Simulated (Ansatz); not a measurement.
# NbSi2B6: a trial structure relaxed, part 2 of 2

Where does this trial cell of NbSi2B6 go when cell and atoms are let free?

Ansatz 0.2.0; DFT PBE, scalar-relativistic, plane waves, PAW. The steps go on from the part before.

## (4) Full relaxation

The end of the coarse run is made exact in the group found at a tolerance of 0.06 Å and reduced to its primitive cell.

input.yaml reads:

```yaml
crystal:
  lattice:
    - [0.0, 3.5450352864, 3.5450352864]
    - [3.5450352864, 0.0, 3.5450352864]
    - [3.5450352864, 3.5450352864, 0.0]
  atoms:
    - { symbol: Nb, position: [0.0, 0.0, 0.0] }
    - { symbol: Si, position: [0.25, 0.25, 0.25] }
    - { symbol: Si, position: [0.75, 0.75, 0.75] }
    - { symbol: B, position: [0.6775661975, 0.3224338025, 0.3224338025] }
    - { symbol: B, position: [0.3224338025, 0.6775661975, 0.3224338025] }
    - { symbol: B, position: [0.3224338025, 0.6775661975, 0.6775661975] }
    - { symbol: B, position: [0.6775661975, 0.3224338025, 0.6775661975] }
    - { symbol: B, position: [0.3224338025, 0.3224338025, 0.6775661975] }
    - { symbol: B, position: [0.6775661975, 0.6775661975, 0.3224338025] }
basis:
  ecutwfc: 420
kpoints:
  mp_grid: { grid: [10, 10, 10] }
hamiltonian:
  xc: pbe
scf:
  occupations: { method: gaussian, width: 0.1 }
output:
  forces: true
  stress: true
  eigenvalues: true
relax:
  adjacent_minimum: "off"
  f_tol: 0.01
  max_steps: 80
  cell: { stress_tol: 0.05 }
```

Started as:

```bash
> ansatz run input.yaml --threads 1 --pin off --max-ram 2048MiB --backend cpu --events-out ev --progress --plain --runs-dir out
```

Log, cut to the lines that bear on the results:

```text
Warning: RAYON_NUM_THREADS=1 ignored (pool sized by the plan → 1); use --threads N
[...]
Pseudopotentials: kind: paw
Pseudopotential: Nb, paw, valence charge 13, recommended cutoff 420 eV (normal), Nb.paw.azcp
Pseudopotential: Si, paw, valence charge 4, recommended cutoff 420 eV (normal), Si.paw.azcp
Pseudopotential: B, paw, valence charge 3, recommended cutoff 420 eV (normal), B.paw.azcp
Functional definition: PBE
[...]
Crystal: 9 atoms, lattice volume = 89.103 Å³
Basis set: ecut = 420 eV, 1807 PW (Γ), exchange–correlation on 72×72×72 points (8 copies of the dense FFT grid, shifted against one another)
Bands: 29, of which v1, the nominal top of the filled ones, is band 20 counted from 1 (19 counted from 0)
Symmetry: 48 space group operations
Space group: Fm-3m (ITA 225), of the structure as read, at distance tolerance 4.5e-5 Å
k-points: 47 of 1000
[...]
  cell:  # Å, volume = 88.5638 Å³
    - [-1.528611609868677e-34, 3.5378714374471265, 3.5378714374471265]
    - [3.5378714374471265, -1.2738430082238974e-35, 3.5378714374471265]
    - [3.5378714374471265, 3.5378714374471265, -6.369215041119487e-35]
  atoms:
    - { symbol: Nb, position: [-1.359274572144296e-20, 1.3592745721442972e-20, -1.4880016238325414e-35] }
    - { symbol: Si, position: [0.25, 0.25, 0.25] }
    - { symbol: Si, position: [0.75, 0.75, 0.75] }
    - { symbol: B, position: [0.6779151027123941, 0.3220848972876059, 0.3220848972876059] }
    - { symbol: B, position: [0.3220848972876059, 0.6779151027123941, 0.3220848972876059] }
    - { symbol: B, position: [0.3220848972876059, 0.6779151027123941, 0.6779151027123942] }
    - { symbol: B, position: [0.6779151027123941, 0.3220848972876059, 0.6779151027123942] }
    - { symbol: B, position: [0.3220848972876059, 0.3220848972876059, 0.6779151027123941] }
    - { symbol: B, position: [0.6779151027123941, 0.6779151027123941, 0.3220848972876059] }
```

Wall time 24 s (1 thread of Arm Neoverse V1, shared host); peak memory 0.42 GiB.

Step by step:

| step | E - E(step 1) (eV/cell) | largest force component (eV/Å) | pressure (GPa) | volume (Å³) |
| --- | --- | --- | --- | --- |
| 1 | 0.0000 | 0.0464 | -0.80 | 89.10 |
| 2 | -0.0023 | 0.0031 | 0.03 | 88.56 |
| 3 | -0.0017 | 0.0030 | 0.02 | 88.56 |

Step 1 is the start. Step 3 repeats the geometry before it on a plane-wave basis chosen anew for that cell, so its energy need not be comparable with the rows above.

Lengths and angles in the start's conventional setting:

|  | before | after | change |
| --- | --- | --- | --- |
| a (Å) | 7.090 | 7.076 | -0.2 % |
| b (Å) | 7.090 | 7.076 | -0.2 % |
| c (Å) | 7.090 | 7.076 | -0.2 % |
| volume (Å³/atom) | 9.90 | 9.84 | -0.6 % |
| shortest distance (Å) | 1.780 | 1.780 | 0.0 % |
| space group (0.01 Å) | Fm-3m | Fm-3m | same |

The run keeps the 48 symmetry operations of the start, so it could not have lowered the symmetry.

## (5) Changed: occupations.method tetrahedron_uncorrected, width left out

input.yaml reads:

```yaml
crystal:
  lattice:
    - [0.0, 3.5378714374, 3.5378714374]
    - [3.5378714374, 0.0, 3.5378714374]
    - [3.5378714374, 3.5378714374, 0.0]
  atoms:
    - { symbol: Nb, position: [0.0, 0.0, 0.0] }
    - { symbol: Si, position: [0.25, 0.25, 0.25] }
    - { symbol: Si, position: [0.75, 0.75, 0.75] }
    - { symbol: B, position: [0.6779151027, 0.3220848973, 0.3220848973] }
    - { symbol: B, position: [0.3220848973, 0.6779151027, 0.3220848973] }
    - { symbol: B, position: [0.3220848973, 0.6779151027, 0.6779151027] }
    - { symbol: B, position: [0.6779151027, 0.3220848973, 0.6779151027] }
    - { symbol: B, position: [0.3220848973, 0.3220848973, 0.6779151027] }
    - { symbol: B, position: [0.6779151027, 0.6779151027, 0.3220848973] }
basis:
  ecutwfc: 420
kpoints:
  mp_grid: { grid: [10, 10, 10] }
hamiltonian:
  xc: pbe
scf:
  occupations: { method: tetrahedron_uncorrected }
output:
  forces: true
  eigenvalues: true
  stress: true
```

Started as:

```bash
> ansatz run input.yaml --threads 1 --pin off --max-ram 2048MiB --backend cpu --events-out ev --progress --plain --runs-dir out
```

Log, cut to the lines that bear on the results:

```text
Warning: RAYON_NUM_THREADS=1 ignored (pool sized by the plan → 1); use --threads N
[...]
[... 5 set-up lines as earlier in the session ...]
[...]
Crystal: 9 atoms, lattice volume = 88.564 Å³
Basis set: ecut = 420 eV, 1759 PW (Γ), exchange–correlation on 72×72×72 points (8 copies of the dense FFT grid, shifted against one another)
Bands: 29, of which v1, the nominal top of the filled ones, is band 20 counted from 1 (19 counted from 0)
[... 2 set-up lines as earlier in the session ...]
k-points: 47 of 1000
[...]
SCF converged after 6 iterations
Free energy (F): -6753.974385 eV
[...]
E sigma→0 (E₀):  -6753.974385 eV
Entropy (-TS):   -0.000057 eV (-0.006 meV/atom)
Fermi energy:    11.767047 eV
[...]
--- Forces (eV/Å), atoms counted from 1 ---
  atom   1  Nb    -0.00000000    -0.00000000    -0.00000000
  atom   2  Si     0.00000000    -0.00000000    -0.00000000
  atom   3  Si     0.00000000    -0.00000000    -0.00000000
  atom   4  B      0.03773754    -0.00000000     0.00000000
  atom   5  B      0.00000000     0.03773754    -0.00000000
  atom   6  B     -0.03773754     0.00000000    -0.00000000
  atom   7  B     -0.00000000    -0.03773754     0.00000000
  atom   8  B      0.00000000    -0.00000000     0.03773754
[...]
--- Stress (GPa, compression-positive) ---
        0.174344      -0.000000       0.000000
       -0.000000       0.174344       0.000000
        0.000000       0.000000       0.174344
  P = ⅓ Tr σ = 0.1743 GPa (1.743 kbar)
--- Band table (eV; the first three rows and the last of 47) ---
[...]
```

Wall time 7.7 s (1 thread of Arm Neoverse V1, shared host); peak memory 0.39 GiB.

```csv
run,ending,energy change,pressure (GPa),gap (eV),force (eV/Å),cycles,time
step 4,converged,0,0.0,0.00,0.00,-,24 s
variant,converged,+5.9 meV/atom (σ→0),0.2,0.00,0.04,6,7.7 s
```

Changing the smearing moves the energy by +5.9 meV/atom (σ→0 values), and the largest force goes from 0.00 to 0.04 eV/Å.

## (6) Outcome

The summary covers parts 1 to 2. Changes of volume or cell count from the first structure of part 1.

```
                              quantity                                                                      value
symmetry at the end (tolerance 0.05 Å)                                                space group Fm-3m (No. 225)
                     conventional cell  a = 7.076 Å, b = 7.076 Å, c = 7.076 Å, α = 90.00°, β = 90.00°, γ = 90.00°
                                volume                                                               9.84 Å³/atom
              energy over the elements                                                              +0.60 eV/atom
                       gap on the mesh                                                               none (metal)
```

In words: The space group Fm-3m (No. 225) is kept, and the volume per atom grows by 1.5 % from the first guess. With a positive formation energy it can't be a ground state. No finished test with a distortion of lower symmetry is shown, so the end may be a saddle point. Where forces pass 15 eV/Å atoms stand far too close, the PAW spheres overlap strongly and those numbers are rough.
